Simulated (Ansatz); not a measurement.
# F2H2NOTa: small, medium and large basis sets

One table from this session's results is given with a row withheld; the runs are named, their logs left out.

Computed with Ansatz 0.2.0, Gaussian basis. Level: one geometry, several basis sets.

Plan: PBE0-D4/def2-SVP; ωB97M-V/def2-SVP; PBE0-D4/def2-QZVPP; ωB97M-V/def2-QZVPP; the functionals' def2-TZVPP values are taken from earlier runs.

### The geometry

The geometry comes from an earlier relaxation with PBE0-D4 in a triple-zeta def2 set; it is a stationary point, not always the lowest conformer. Ta takes the def2 core potential; no spin-orbit term is included.

SMILES `[NH2][Ta](=[O])([F])[F]`, 7 atoms, charge 0, spin multiplicity 1.

Atoms are counted from 1 here; the program's logs count them from 0.

Bond lengths: N1–Ta2 1.960 Å, N1–H6 1.009 Å, N1–H7 1.011 Å, Ta2–O3 1.712 Å, Ta2–F4 1.883 Å, Ta2–F5 1.883 Å. Angles: Ta2–N1–H6 124.6°, Ta2–N1–H7 124.8°, H6–N1–H7 110.6°, N1–Ta2–O3 104.1°, N1–Ta2–F4 110.7°, N1–Ta2–F5 110.7°, O3–Ta2–F4 110.3°, O3–Ta2–F5 110.3°, F4–Ta2–F5 110.5°.

Set-up of the first run:

in.yaml reads:

```yaml
crystal:
  periodic: [false, false, false]
  atoms:
    - {symbol: N, position_ang: [-0.883191, 0.605158, 0.524020]}
    - {symbol: Ta, position_ang: [0.564495, -0.398260, -0.336620]}
    - {symbol: O, position_ang: [0.227984, -2.031659, 0.050951]}
    - {symbol: F, position_ang: [0.530437, -0.149877, -2.203312]}
    - {symbol: F, position_ang: [2.236846, 0.108263, 0.366253]}
    - {symbol: H, position_ang: [-1.628759, 0.188392, 1.061093]}
    - {symbol: H, position_ang: [-0.986712, 1.609985, 0.491815]}
basis:
  gaussian: {orbitals: def2-SVP}
hamiltonian: {xc: pbe0, dispersion: d4}
output: {orbitals: {seedname: orbitals}}
```

Started as:

```bash
$ ansatz run in.yaml --threads 4 --pin off --events-out ev --progress --plain --max-ram 10444MiB
```

Among the steps run: PBE0-D4 in def2-SVP; ωB97M-V in def2-SVP; PBE0-D4 in def2-QZVPP; ωB97M-V in def2-QZVPP.

One table of the session follows, with a row left open; its other results are not shown here.

It belongs to the step «Functionals by basis». 

```
functional       basis  HOMO (eV)
   PBE0-D4    def2-SVP      -8.78
   PBE0-D4  def2-TZVPP      -8.87
   PBE0-D4  def2-QZVPP      -8.90
   ωB97M-V    def2-SVP     -11.15
   ωB97M-V  def2-TZVPP     -11.25
   ωB97M-V  def2-QZVPP          ?
```

**Question.** Estimate the row for ωB97M-V, def2-QZVPP.

**Answer.** HOMO (eV): -11.28. In the column «HOMO (eV)» it is the lowest.
